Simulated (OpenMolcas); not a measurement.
# InHOF2 (SMILES [OH][In]([F])[F]) at CCSD[T]/ANO-RCC-VDZ (DKH2)

What is the vertical electron affinity of InHOF2 at CCSD[T]/ANO-RCC-VDZ (DKH2)? 

The calculation is run with OpenMolcas 26.06.

6 further runs of the same task are left out: 3 that didn't finish, 3 set aside as unsound or not needed.

## (1) The molecule

InHOF2: 5 atoms, total charge 0, spin state singlet. As SMILES, `[OH][In]([F])[F]`. Geometry: a GFN2-xTB relaxation, a rough one for these elements and not checked as a minimum.

Bond lengths: O1–In2 1.930 Å, In2–F3 1.950 Å, In2–F4 1.960 Å, O1–H5 0.961 Å. Angles: O1–In2–F3 127.2°, O1–In2–F4 112.2°, F3–In2–F4 120.6°, In2–O1–H5 107.9°.

## (2) A single-point energy at CCSD[T]/ANO-RCC-VDZ (DKH2)

File calc.input:

```
* F2HInO CCSD[T]
>>> EXPORT MOLCAS_PRINT=2
&GATEWAY
COORD
5
bohr
O     -0.08146609     2.83515610     0.07581581
In     0.48197465    -0.76001005     0.31815429
F      3.13747449    -2.47588137     2.21143310
F     -2.00131445    -2.70015407    -1.62811244
H     -1.53666859     3.10087050    -0.97729076
BASIS=ANO-RCC-VDZ
GROUP=NoSym
&SEWARD
&SCF
PRORBITALS=0
&RASSCF
FILEORB=$Project.ScfOrb
SPIN=1
NACTEL=0 0 0
INACTIVE=38
RAS2=0
OUTORBITALS=Canonical
ORBLISTING=NoCore
&MOTRA
JOBIPH
FROZEN=21
&CCSDT
CCT
TRIPLES=1
ITERATIONS=50
EXTRAPOLATION=5 4
```

The run is started by

```console
$ export MOLCAS_MEM=1860
$ pymolcas calc.input > calc.log
```

The log of the run (excerpt; [...] marks lines left out):

```text
--- Start Module: gateway ---
[...]
--- Stop Module: gateway /rc=_RC_ALL_IS_WELL_ ---
[...]
      Basis functions           60
[...]
       Convergence after  12 Iterations
[...]
::    Total SCF energy                              -6151.7157514543
[...]
      Total spin, S                                     0.0000000000
[...]
      Number of active orbitals                  0
[...]
      Spin quantum number                      0.0
[...]
      Active orbitals                            0
[...]
      Number of CSFs                             1
[...]
      Number of root(s) required                 1
[...]
      Convergence after  4 iterations
[...]
      Natural orbitals and occupation numbers for root  1
      ************************************************************************************************************************
      *                                                    Final results                                                     *
      ************************************************************************************************************************
[...]
::    RASSCF root number  1 Total energy:  -6151.71575145
[...]
      Total electronic charge=   76.000000
      Total            charge=   -0.000000
[...]
      Dipole Moment (debye):
      Origin of the operator (angstrom)=    0.2308   -0.4273    0.1491
                   X= -9.4236E-01               Y=  1.3116E+00               Z= -6.1728E-01           Total=  1.7290E+00
      Quadrupole Moment (debye*angstrom):
[...]
--- Start Module: motra ---
[...]
      *** WARNING: Default frozen orbitals is overwritten by user input.
      *** Default values:  21
[...]
--- Stop Module: motra /rc=_RC_ALL_IS_WELL_ ---
--- Start Module: ccsdt ---
[...]
      Convergence after                    14  Iterations
      Total energy (diff) :   -6152.13230772      -0.00000004
[...]
       CCSD     =     -6152.1323077158067
[...]
--- Stop Module: ccsdt /rc=_RC_ALL_IS_WELL_ ---
[...]
```

Run time: 22 s. Hardware: 1 thread of Intel Xeon Platinum 8259CL at 2.50GHz (Skylake/Cascade Lake), shared host; peak memory 0.42 GiB.

## (3) The doublet anion

File calc.inp:

```
&GATEWAY
Coord
5
bohr
O     -0.08146609     2.83515610     0.07581581
In     0.48197465    -0.76001005     0.31815429
F      3.13747449    -2.47588137     2.21143310
F     -2.00131445    -2.70015407    -1.62811244
H     -1.53666859     3.10087050    -0.97729076
Basis=ANO-RCC-VDZ
Group=NoSym
&SEWARD
&SCF
UHF
Charge=-1
Spin=2
PrOrbitals=0
&RASSCF
FileOrb=$Project.UnaOrb
Spin=2
Nactel=1 0 0
Inactive=38
Ras2=1
OutOrbitals=Canonical
OrbListing=NoCore
&MOTRA
JobIph
Frozen=21
&CCSDT
CCT
Triples=1
Iterations=50
Extrapolation=5 4
```

The run is started by

```console
$ export MOLCAS_MEM=1860
$ pymolcas calc.inp > calc.log
```

The log of the run (excerpt; [...] marks lines left out):

```text
--- Start Module: gateway ---
[...]
--- Stop Module: gateway /rc=_RC_ALL_IS_WELL_ ---
[...]
      Basis functions           60
[...]
       Convergence after  19 Iterations
[...]
::    Total SCF energy                              -6151.7352427295
[...]
      Total spin, S                                     0.5037150051
[...]
      Number of active orbitals                  1
[...]
      Spin quantum number                      0.5
[...]
      Active orbitals                            1
[...]
      Number of CSFs                             1
[...]
      Number of root(s) required                 1
[...]
      Convergence after 10 iterations
[...]
      printout of CI-coefficients larger than  0.05 for root  1
      energy=   -6151.733056
      conf/sym  1     Coeff  Weight
             1  u   1.00000 1.00000
      Natural orbitals and occupation numbers for root  1
      sym 1:   1.000000
      ************************************************************************************************************************
      *                                                    Final results                                                     *
[...]
::    RASSCF root number  1 Total energy:  -6151.73305563
[...]
      Total electronic charge=   77.000000
      Total            charge=   -1.000000
[...]
      Dipole Moment (debye):
      Origin of the operator (angstrom)=    0.2308   -0.4273    0.1491
                   X= -8.3878E-01               Y=  6.7332E-01               Z= -5.9283E-01           Total=  1.2282E+00
      Center of Charge (angstrom)
[...]
--- Start Module: motra ---
[...]
      *** WARNING: Default frozen orbitals is overwritten by user input.
      *** Default values:  21
[...]
--- Stop Module: motra /rc=_RC_ALL_IS_WELL_ ---
--- Start Module: ccsdt ---
[...]
      Convergence after                    15  Iterations
      Total energy (diff) :   -6152.15650603       0.00000009
[...]
       CCSD     =     -6152.1565060310368
[...]
--- Stop Module: ccsdt /rc=_RC_ALL_IS_WELL_ ---
[...]
```

Run time: 28 s. Hardware: 1 thread of Intel Xeon Platinum 8259CL at 2.50GHz (Skylake/Cascade Lake), shared host; peak memory 0.42 GiB.

## (4) What came out

At CCSD[T]/ANO-RCC-VDZ (DKH2), 21 core orbitals frozen:

| quantity | value |
| --- | --- |
| singlet InHOF2: total energy | -6152.14711 Eh |
| singlet InHOF2: dipole moment (mean-field density) | 1.73 D |
| singlet InHOF2: HOMO energy (Hartree–Fock orbitals) | -14.56 eV |
| singlet InHOF2: LUMO energy (Hartree–Fock orbitals) | -0.14 eV |
| singlet InHOF2: HOMO–LUMO gap (Hartree–Fock orbitals) | 14.42 eV |
| singlet InHOF2: correlation energy (21 core orbitals frozen) | -431.4 mEh |
| doublet anion: total energy | -6152.17112 Eh |
| vertical electron affinity (to the doublet anion) | 0.653 eV |

**Reading.** At fixed nuclei the extra electron is bound by 0.65 eV (63.0 kJ/mol). The basis has no diffuse functions, so the error can be as large as this value.
